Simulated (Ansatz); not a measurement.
# C2H6OSn: the cost of one run

All numbers are computed with Ansatz 0.2.0, driven from Python. Level of theory: MP2/def2-SVP.

## (1) The system

Bond lengths: C1–C2 1.259 Å, C2–O3 1.372 Å, C2–Sn4 2.101 Å, C1–H5 1.123 Å, C1–H6 1.122 Å, O3–H7 1.061 Å, Sn4–H8 1.761 Å, Sn4–H9 1.827 Å, Sn4–H10 1.703 Å. Angles: C1–C2–O3 118.7°, C1–C2–Sn4 122.3°, O3–C2–Sn4 119.0°, C2–C1–H5 123.5°, C2–C1–H6 123.6°, H5–C1–H6 112.9°, C2–O3–H7 120.9°, C2–Sn4–H8 108.1°, C2–Sn4–H9 108.8°, C2–Sn4–H10 113.3°, H8–Sn4–H9 107.5°, H8–Sn4–H10 110.2°, H9–Sn4–H10 108.7°.

No structure file is read: the coordinates are typed or built in the script.

## (2) The script

Input file energy.py:

```python
"""Electronic structure of the C2H6OSn molecule."""

import json
import sys

import ansatz as az
import numpy as np

BASIS_SET = "def2-SVP"
METHOD = "mp2"

geometry_ang = [
    ("C", [-0.7168, 1.1437, -0.9314]),
    ("C", [0.1954, 0.3681, -0.5412]),
    ("O", [1.3781, 0.3392, -1.2351]),
    ("Sn", [-0.0461, -0.9063, 1.1122]),
    ("H", [-0.6098, 1.8329, -1.8115]),
    ("H", [-1.7156, 1.2298, -0.4274]),
    ("H", [2.1765, -0.2872, -0.9241]),
    ("H", [-0.7926, -2.3983, 0.549]),
    ("H", [-1.1999, -0.1254, 2.2938]),
    ("H", [1.414, -1.2476, 1.9186]),
]
system = az.Crystal.molecule()
for symbol, xyz in geometry_ang:
    system = system.atom(symbol, xyz)

calculation = system.calculation()
calculation = calculation.basis(gaussian=BASIS_SET)
calculation = calculation.correlation(METHOD)
calculation = calculation.forces()
print(calculation.to_yaml())
try:
    report = calculation.run(threads=1, pin="off").report
except az.AnsatzError as error:
    sys.exit(f"{type(error).__name__}: {error}")

print(f"E = {report['free_energy_ev']:.6f} eV = {report['free_energy_ev'] / 27.211386246:.7f} Ha")
print("converged:", report["converged"], " doubts:", report["published_state_doubts"] or "none")

parts = report["correlation"]
for name in ("random_phase", "coupled_cluster", "perturbative"):
    if name in parts:
        print(f"{name:16s} {parts[name]['energy']['hartree']:12.7f} Ha")
if "second_order" in parts:
    pair = parts["second_order"]
    print(f"MP2 same spin {pair['same_spin']['hartree']:.7f} Ha, opposite spin {pair['opposite_spin']['hartree']:.7f} Ha")

state = report["mean_field"]["state"]
print(f"mean field: {state['energy']['hartree']:.7f} Ha, <S^2> = {abs(state['spin_squared']):.4f}, stability: {state.get('stability', {}).get('kind')}")

symbols = [site.symbol for site in system.cartesian_sites]
print("forces (eV/A)")
for symbol, f in zip(symbols, report["forces_ev_ang"]):
    print(f"  {symbol:2s} {f[0]:9.4f} {f[1]:9.4f} {f[2]:9.4f}")

charges = report["charge_distribution"]
dipole = np.array(charges["dipole_moment_e_ang"]) * 4.803205
print("dipole (D): {:.3f} {:.3f} {:.3f}, length {:.3f}".format(*dipole, np.linalg.norm(dipole)))
print("atom  Mulliken   Lowdin")
for symbol, m, l in zip(symbols, charges["mulliken_charges_e"], charges["lowdin_charges_e"]):
    print(f"{symbol:4s} {m:9.3f} {l:8.3f}")
with open("c2h6osn.json", "w") as handle:
    json.dump({k: report[k] for k in ("free_energy_ev", "reference_energy_ev", "n_occupied", "n_virtual")}, handle, indent=1)
```

## (3) The run

On the command line:

```console
python energy.py
```

What time and memory should one allow on 1 thread of Arm Neoverse V1, shared host?

About 5.3 s, with a peak of 0.29 GiB.
